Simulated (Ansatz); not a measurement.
# SrFeMoO5 (P1) in Ansatz: reference runs

Aim: a first look at SrFeMoO5 with PBE, on the cell as given and on a disturbed one.

All numbers are computed with Ansatz 0.2.0; they aren't measurements. Logs are shortened: lines on timing, memory, paths and dates and some standing lists are left out, and cuts for length are marked.

### Step 1. Starting point

The typed cell holds 8 atoms: a = 4.858 Å, b = 4.986 Å, c = 6.080 Å, α = 111.49°, β = 109.57°, γ = 93.43°.

The cell comes from a database or a generator and needn't be the stable form of this composition.

### Step 2. Single point, PBE, collinear spin, ferromagnetic start

Contents of input.yaml:

```yaml
crystal:
  lattice:
    - [4.857846, 0.0, 0.0]
    - [-0.298179, 4.976731, 0.0]
    - [-2.036499, -2.353037, 5.223466]
  atoms:
    - { symbol: Mo, position: [0.55551, 0.556537, 0.112369], spin: 1.0 }
    - { symbol: Sr, position: [0.282351, 0.272493, 0.488884] }
    - { symbol: Fe, position: [0.92274, 0.925458, 0.861995], spin: 3.0 }
    - { symbol: O, position: [0.272448, 0.257742, 0.098646] }
    - { symbol: O, position: [0.256469, 0.646598, 0.888753] }
    - { symbol: O, position: [0.68361, 0.686682, 0.482587] }
    - { symbol: O, position: [0.669865, 0.277291, 0.88482] }
    - { symbol: O, position: [0.854106, 0.874299, 0.176145] }
hamiltonian:
  xc: pbe
  pseudopotentials: { kind: paw }
magnetization:
  spin_polarized: true
kpoints:
  mp_grid: { grid: [6, 6, 5] }
scf:
  occupations: { method: fermi_dirac, width: 0.05 }
output:
  forces: true
  stress: true
  eigenvalues: true
```

Potentials or basis: Ansatz PAW.

Command:

```sh
$ ansatz run input.yaml --threads 4 --pin off --max-ram 10240MiB --backend cpu --events-out ev --progress --plain --runs-dir out
```

What it wrote:

```text
Warning: RAYON_NUM_THREADS=4 ignored (pool sized by the plan → 4); use --threads N
Engine: ansatz 0.2.0, aarch64-unknown-linux-gnu
Pseudopotentials: kind: paw
Pseudopotential: Mo, paw, valence charge 14, recommended cutoff 420 eV (normal), Mo.paw.azcp
Pseudopotential: Sr, paw, valence charge 10, recommended cutoff 420 eV (normal), Sr.paw.azcp
Pseudopotential: Fe, paw, valence charge 16, recommended cutoff 420 eV (normal), Fe.paw.azcp
Pseudopotential: O, paw, valence charge 6, recommended cutoff 420 eV (normal), O.paw.azcp
Functional definition: PBE
  parameter kappa = 0.804
  parameter beta = 0.06672455060314922
  exchange = pbe_x(kappa = kappa, mu = beta*pi^2/3)
  correlation = pbe_c(beta = beta)
Crystal: 8 atoms, lattice volume = 126.284 Å³
Basis set: ecut = 420 eV, 2463 PW (Γ), exchange–correlation on 72×72×90 points (8 copies of the dense FFT grid, shifted against one another)
Bands: 45, of which v1, the nominal top of the filled ones, is band 35 counted from 1 (34 counted from 0)
Symmetry: 1 space group operations
Space group: P1 (ITA 1), of the structure as read, at distance tolerance 5.0e-5 Å
Magnetic group: BNS 1.1 (UNI 1), of the structure as read, at distance tolerance 5.0e-5 Å
k-points: 92 of 180 (time reversal used)
Non-local potential: Mo, projectors of the file, l = 0: 3, l = 1: 2, l = 2: 2, l = 3: 1
Non-local potential: Sr, projectors of the file, l = 0: 3, l = 1: 2, l = 2: 2
Non-local potential: Fe, projectors of the file, l = 0: 3, l = 1: 2, l = 2: 3, l = 3: 1
Non-local potential: O, projectors of the file, l = 0: 2, l = 1: 2, l = 2: 1
PAW form: soft (Blöchl's): semilocal exchange-correlation on the pseudo side does not see the compensation charge
PAW one-centre angular grid: Mo, 590 points (default); XC on 64 Gauss nodes
PAW one-centre angular grid: Sr, 110 points (default); XC on 64 Gauss nodes
PAW one-centre angular grid: Fe, 590 points (default); XC on 64 Gauss nodes
PAW one-centre angular grid: O, 110 points (default); XC on 64 Gauss nodes
Initial density: superposition of atomic densities (chi_scale 0.1, normalization cell, long waves kept (reshape's long-wave potential 0.03 eV rms))
Starting moments: Σ|m| = 4 μB on 2 of 8 sites
Initial wavefunctions: pseudopotential atomic-orbital guess
Functional: x = pbe(κ = 0.804, μ = 0.2195149727645171), c = pbe(β = 0.06672455060314922)
SCF iter   1: F=—  HF=-15824.018431 eV  |F-HF|=—  |Δ(HF+E_count)|=         —  Δρ=8.76e-2 (↑8.76e-2 ↓3.77e-2)  dr2=2.74e1  dr2_m=1.18e0  M=4.000 μB ∫|m|=4.002 μB  β_m=0.30  ethr=3.10e-3  ⟨swp⟩=7.7  Hψ=37971  notcnv=0  defer=5
Mixer restart at iter 1: flushing history
preconditioner: auto → Kerker (q_TF=auto, 2.473 Å⁻¹)  [metal: Δε(μ)=0.003 eV  Ē_g=11.249 eV  σ=0.050 eV  W_gap=0.02  n_scr=32 (ndim 8)  ℏωp=23.8 eV  f_vac=0.008  D(μ)=7.37/eV (n_scr^D=72)]
spin=Collinear: Kerker preconditioning applied to the charge; magnetization (m = ρ↑ − ρ↓) channel mixes plain (no charge-response kernel on spin).
SCF iter   2: F=—  HF=-15822.882809 eV  |F-HF|=—  |Δ(HF+E_count)|=    1.14e0  Δρ=5.03e-2 (↑5.03e-2 ↓2.72e-2)  dr2=1.10e1  dr2_m=6.83e-1  M=4.000 μB ∫|m|=4.010 μB  β_m=0.48  ethr=3.10e-3  ⟨swp⟩=3.0  Hψ=18843  notcnv=0  defer=384
[... 22 lines left out ...]
Per-site moments (μB) at R_I (Å): [(-0.0417169914333478, 0.755832889397909), (0.0006595665463195618, 0.9614713049125139), (3.2886521127255857, 0.8229958972893863), (0.09147728112017497, 0.793890800168962), (0.05117909997643129, 0.7564248173595127), (0.09408788774045312, 0.8060811456890445), (0.05120579656253126, 0.755832889397909), (0.062087307300676714, 0.7894366010908667)]
Free energy (F): -15820.726749 eV
Harris-Foulkes:  -15820.726749 eV  (|F-HF|=6.50e-9)
Internal energy: -15820.709152 eV  (E = F + TS)
E sigma→0 (E₀):  -15820.717951 eV
Entropy (-TS):   -0.017596 eV (-2.200 meV/atom)
Fermi energy:    8.171201 eV
--- Per-component energies (eV) ---
  E_band       = -792.199002
  E_kinetic    = 1890.286851
  E_local      = -7772.583559  (includes V_loc(G=0)·N_el)
  E_nonlocal   = 810.956152
  E_hartree    = 2973.349160
  E_xc         = -836.665101
  E_vxc        = -1003.883849  (∫ρ·V_xc dr)
  E_paw        = -8053.795605  (= ΣΔE_a)
  E_vpaw       = -663.687436  (= ΣTr[D̂ρ^β])
  E_aug_tail   = 0.012957  (compensation charges beyond the density's cutoff)
  E_ewald      = -4832.270009
  E_smearing   = -0.017596  (= −TS)
  E_closure    = -0.000000  (closes the sum)
  Σ components = -15820.726749   (vs F -15820.726749, Δ=0.00e0)
--- Forces (eV/Å), atoms counted from 1 ---
  atom   1  Mo     0.08176828     0.16335156    -0.73189791
  atom   2  Sr     0.04145005     0.04286636     0.08014832
  atom   3  Fe     0.12362962     0.11711416     0.43086633
  atom   4  O     -0.35377371    -0.32600011    -0.53317319
  atom   5  O      0.09737139    -0.08126953     0.37374186
  atom   6  O      0.04709729     0.06605508     0.32483333
  atom   7  O     -0.17610128    -0.08503940     0.38869141
  atom   8  O      0.13856352     0.10292027    -0.33316883
  max |Σ_I F_I| component: 4.13e-5 eV/Å
--- Stress (GPa, compression-positive) ---
       -3.489652       0.545531      -0.380267
        0.545546      -3.556868      -0.147547
       -0.380267      -0.147543      -6.126115
  P = ⅓ Tr σ = -4.3909 GPa (-43.909 kbar)
--- Band table (eV; the first three rows and the last of 184) ---
  k-point 0 ↑: bands = ["-81.8129", "-55.2574", "-48.4319", "-47.5895", "-47.5193", "-29.5089", "-29.4696", "-29.2634", "-26.8143", "-11.1624", "-10.9643", "-10.6824", "-10.2911", "-10.0285", "-8.8356", "-8.5003", "-8.2664", "1.2014", "1.3616", "1.8921", "2.0536", "2.2552", "2.6061", "2.8893", "3.3635", "3.3941", "3.6690", "4.1376", "4.2599", "4.8119", "5.0698", "5.3170", "5.5141", "5.6993", "5.9908", "6.5130", "6.7725", "9.0856", "9.2792", "9.4352", "10.0480", "10.8802", "12.1162", "12.6453", "13.0786"]
  k-point 1 ↑: bands = ["-81.8129", "-55.2574", "-48.4319", "-47.5895", "-47.5193", "-29.5091", "-29.4696", "-29.2634", "-26.8138", "-11.3170", "-10.7472", "-10.6829", "-10.3305", "-10.0464", "-8.8288", "-8.4914", "-8.2772", "1.0486", "1.5546", "1.8488", "1.9779", "2.1234", "2.5807", "2.8576", "3.3469", "3.4334", "3.7219", "4.2583", "4.3910", "4.8994", "5.1425", "5.3689", "5.5194", "5.6869", "5.9261", "6.2453", "6.6405", "9.1643", "9.2545", "9.4848", "10.4457", "10.8251", "12.1176", "12.6090", "13.1014"]
  k-point 2 ↑: bands = ["-81.8129", "-55.2574", "-48.4319", "-47.5895", "-47.5193", "-29.5096", "-29.4696", "-29.2633", "-26.8130", "-11.4211", "-10.6913", "-10.5427", "-10.3877", "-10.0697", "-8.8178", "-8.4744", "-8.3002", "1.0827", "1.5123", "1.7508", "1.9078", "1.9633", "2.3932", "2.9693", "3.3031", "3.4554", "3.9089", "4.4389", "4.6613", "5.1640", "5.2263", "5.4363", "5.5116", "5.5437", "5.7569", "5.9887", "6.3141", "9.1903", "9.5190", "9.5980", "10.7217", "10.7591", "12.0979", "12.4126", "13.3339"]
  k-point 91 ↓: bands = ["-77.6794", "-55.3124", "-43.9714", "-43.7741", "-43.6820", "-29.5323", "-29.5242", "-29.3610", "-26.8113", "-11.0814", "-10.6848", "-10.6344", "-10.2253", "-9.9577", "-8.8496", "-8.4463", "-8.2218", "1.0325", "1.8414", "1.9397", "2.1258", "2.7742", "3.1352", "3.3115", "3.3840", "3.7869", "4.4609", "4.5534", "5.1312", "5.2007", "5.2546", "5.5466", "8.1584", "8.2016", "8.6440", "8.7736", "9.2916", "9.5150", "9.8512", "9.9976", "10.9781", "11.7351", "13.0731", "13.2136", "13.7679"]
```

Run time: 56 s. Hardware: 4 threads of Arm Neoverse V1, shared host; peak memory 0.97 GiB.

What came out:

| Quantity | Value |
| --- | --- |
| Free energy | -15820.7267 eV |
| Pressure | -4.4 GPa |
| Largest force | 0.754 eV/Å |
| Band gap on the k mesh | none (metal or under the smearing width) |
| Net moment | 4.00 μB per cell |
| Absolute moment | 4.22 μB per cell |
| Site moments | Mo -0.04; Sr +0.00; Fe +3.29; O +0.09, +0.05, +0.06 μB |

Forces in eV/Å, atoms in the order of the input:
```
Mo   0.082  0.163 -0.732
Sr   0.041  0.043  0.080
Fe   0.124  0.117  0.431
O   -0.354 -0.326 -0.533
O    0.097 -0.081  0.374
O    0.047  0.066  0.325
O   -0.176 -0.085  0.389
O    0.139  0.103 -0.333
```

Stress tensor (GPa, compression positive):
```
-3.49  0.55 -0.38
 0.55 -3.56 -0.15
-0.38 -0.15 -6.13
```

Caveat: the pressure holds a Pulay correction of +0.5 GPa for the finite cutoff; a cell with one magnetic atom can't hold antiferromagnetic order, which such compounds often take; semilocal functionals often make such compounds metallic where correlation or magnetic order opens a gap, which also shifts bond lengths. With open d or f shells a metallic result of PBE can be an artefact of self-interaction; +U or a hybrid may open a gap.

### Step 3. Single point, PBE, collinear spin, ferromagnetic start (atoms moved at random, drawn with an rms of 0.05 Å)

Contents of input.yaml:

```yaml
crystal:
  lattice:
    - [4.857846, 0.0, 0.0]
    - [-0.298179, 4.976731, 0.0]
    - [-2.036499, -2.353037, 5.223466]
  atoms:
    - { symbol: Mo, position: [0.559137, 0.548225, 0.116247], spin: 1.0 }
    - { symbol: Sr, position: [0.275642, 0.274643, 0.492673] }
    - { symbol: Fe, position: [0.923849, 0.931594, 0.855037], spin: 3.0 }
    - { symbol: O, position: [0.269537, 0.263874, 0.094003] }
    - { symbol: O, position: [0.251704, 0.648443, 0.894006] }
    - { symbol: O, position: [0.686731, 0.68656, 0.490359] }
    - { symbol: O, position: [0.672559, 0.277316, 0.890429] }
    - { symbol: O, position: [0.852589, 0.873112, 0.176045] }
hamiltonian:
  xc: pbe
  pseudopotentials: { kind: paw }
magnetization:
  spin_polarized: true
kpoints:
  mp_grid: { grid: [6, 6, 5] }
scf:
  occupations: { method: fermi_dirac, width: 0.05 }
output:
  forces: true
  stress: true
  eigenvalues: true
  write_density: true
  write_potential: true
  elf: true
  volumetric_format: npy
```

Potentials or basis: Ansatz PAW.

Command:

```sh
$ ansatz run input.yaml --threads 4 --pin off --max-ram 10240MiB --backend cpu --events-out ev --progress --plain --runs-dir out
```

What it wrote:

```text
Warning: RAYON_NUM_THREADS=4 ignored (pool sized by the plan → 4); use --threads N
[... 2 set-up lines as earlier in the session ...]
[... 94 lines left out ...]
  k-point 1 ↑: bands = ["-81.7935", "-55.2277", "-48.3817", "-47.5955", "-47.5069", "-29.5287", "-29.3715", "-29.2649", "-26.9342", "-11.3382", "-10.8377", "-10.5301", "-10.3349", "-9.9469", "-8.9332", "-8.5606", "-8.4397", "0.9714", "1.4795", "1.8348", "1.9709", "2.1511", "2.5707", "2.8516", "3.3638", "3.4896", "3.7471", "4.2878", "4.3673", "5.0163", "5.2463", "5.3760", "5.6957", "5.7253", "5.9498", "6.2639", "6.6843", "9.1552", "9.2740", "9.5242", "10.4125", "10.7570", "12.0184", "12.6199", "13.0737"]
  k-point 2 ↑: bands = ["-81.7935", "-55.2277", "-48.3817", "-47.5955", "-47.5069", "-29.5290", "-29.3717", "-29.2649", "-26.9335", "-11.4228", "-10.7396", "-10.5326", "-10.3345", "-9.9491", "-8.9205", "-8.5436", "-8.4601", "0.9836", "1.4823", "1.7550", "1.8306", "1.9807", "2.3976", "2.9883", "3.3503", "3.5365", "3.9197", "4.4507", "4.5988", "5.2442", "5.3444", "5.4229", "5.5478", "5.6581", "5.8787", "6.0190", "6.3701", "9.2450", "9.5133", "9.6208", "10.5092", "10.8097", "12.0029", "12.4800", "13.3601"]
  k-point 91 ↓: bands = ["-77.6710", "-55.2771", "-43.9498", "-43.7804", "-43.6737", "-29.5507", "-29.4130", "-29.3581", "-26.9318", "-11.0960", "-10.7933", "-10.4652", "-10.2130", "-9.8763", "-8.9517", "-8.5121", "-8.3954", "0.9439", "1.7901", "1.9958", "2.1724", "2.7905", "3.0634", "3.3443", "3.4283", "3.8345", "4.4584", "4.5967", "5.1320", "5.1678", "5.3798", "5.6306", "8.1338", "8.2311", "8.6946", "8.8050", "9.3716", "9.5372", "9.8588", "10.0827", "10.8404", "11.7325", "12.9928", "13.1924", "13.7076"]
```

rho_z.tsv:

```text
# z_ang	rho[e/angstrom^3]	rho_spin[e/angstrom^3]
# format = ansatz-planar-average/11
# lattice	4.857846000	0.000000000	0.000000000
# lattice	-0.298179000	4.976731000	0.000000000
# lattice	-2.036499000	-2.353037000	5.223466000
# sites	8
# site	42	2.315995357	2.454834860	0.607212252
# site	38	0.253805540	0.207546534	2.573460665
# site	26	2.468852406	2.624359042	4.466256698
# site	8	1.039250536	1.092037379	0.491021474
# site	8	-0.791255141	1.123497184	4.669809945
# site	8	2.132700054	2.262991565	2.561373564
# site	8	1.371140472	-0.715085249	4.651125607
# site	8	3.522886934	3.931003158	0.919565072
0.000000	5.599801e-1	1.520076e-2
0.135115	6.130022e-1	8.873835e-3
0.270231	7.056296e-1	5.840893e-3
0.405346	8.023494e-1	4.418067e-3
0.540461	8.820327e-1	4.084920e-3
0.675577	9.308120e-1	4.184259e-3
[... 37 lines left out ...]
5.809959	6.930677e-1	5.002995e-2
5.945074	5.828879e-1	2.798211e-2
```

v_z.tsv:

```text
# z_ang	v_es[eV]	v_tot_up[eV]	v_tot_dn[eV]
# format = ansatz-planar-average/11
# xc	pbe
# density_cutoff_ev	1680
# datasets	Mo=:simpson_from_first_knot:soft	Sr=:simpson_from_first_knot:soft	Fe=:simpson_from_first_knot:soft	O=:simpson_from_first_knot:soft
# lattice	4.857846000	0.000000000	0.000000000
# lattice	-0.298179000	4.976731000	0.000000000
# lattice	-2.036499000	-2.353037000	5.223466000
# sites	8
# site	42	2.315995357	2.454834860	0.607212252
# site	38	0.253805540	0.207546534	2.573460665
# site	26	2.468852406	2.624359042	4.466256698
# site	8	1.039250536	1.092037379	0.491021474
# site	8	-0.791255141	1.123497184	4.669809945
# site	8	2.132700054	2.262991565	2.561373564
# site	8	1.371140472	-0.715085249	4.651125607
# site	8	3.522886934	3.931003158	0.919565072
0.000000	3.161146e0	-8.101998e0	-7.937762e0
0.135115	2.966344e0	-8.294552e0	-8.170643e0
0.270231	2.057438e0	-9.276780e0	-9.185887e0
0.405346	7.538328e-1	-1.070015e1	-1.065621e1
0.540461	-3.472779e-1	-1.188740e1	-1.188518e1
0.675577	-1.002108e0	-1.253650e1	-1.254946e1
[... 37 lines left out ...]
5.809959	2.394395e0	-9.024966e0	-8.806208e0
5.945074	2.944292e0	-8.380284e0	-8.177901e0
```

Run time: 63 s. Hardware: 4 threads of Arm Neoverse V1, shared host; peak memory 0.99 GiB.

What came out:

| Property | Result |
| --- | --- |
| Free energy | -15820.6176 eV |
| Pressure | -4.3 GPa |
| Largest force | 2.242 eV/Å |
| Band gap on the k mesh | none (metal or under the smearing width) |
| Net moment | 4.00 μB per cell |
| Absolute moment | 4.21 μB per cell |
| Site moments | Mo -0.04; Sr +0.00; Fe +3.26; O +0.08, +0.06, +0.10, +0.05 μB |

Forces in eV/Å, atoms in the order of the input:
```
Mo  -0.470  2.041 -0.799
Sr   0.099  0.120 -0.103
Fe   0.047 -0.344  0.763
O   -0.739 -1.018 -0.086
O    0.779 -0.418  0.605
O    0.096 -0.054 -0.071
O    0.148 -0.357 -0.097
O    0.040  0.030 -0.211
```

Caveat: the pressure holds a Pulay correction of +0.5 GPa for the finite cutoff; a cell with one magnetic atom can't hold antiferromagnetic order, which such compounds often take; semilocal functionals often make such compounds metallic where correlation or magnetic order opens a gap, which also shifts bond lengths.
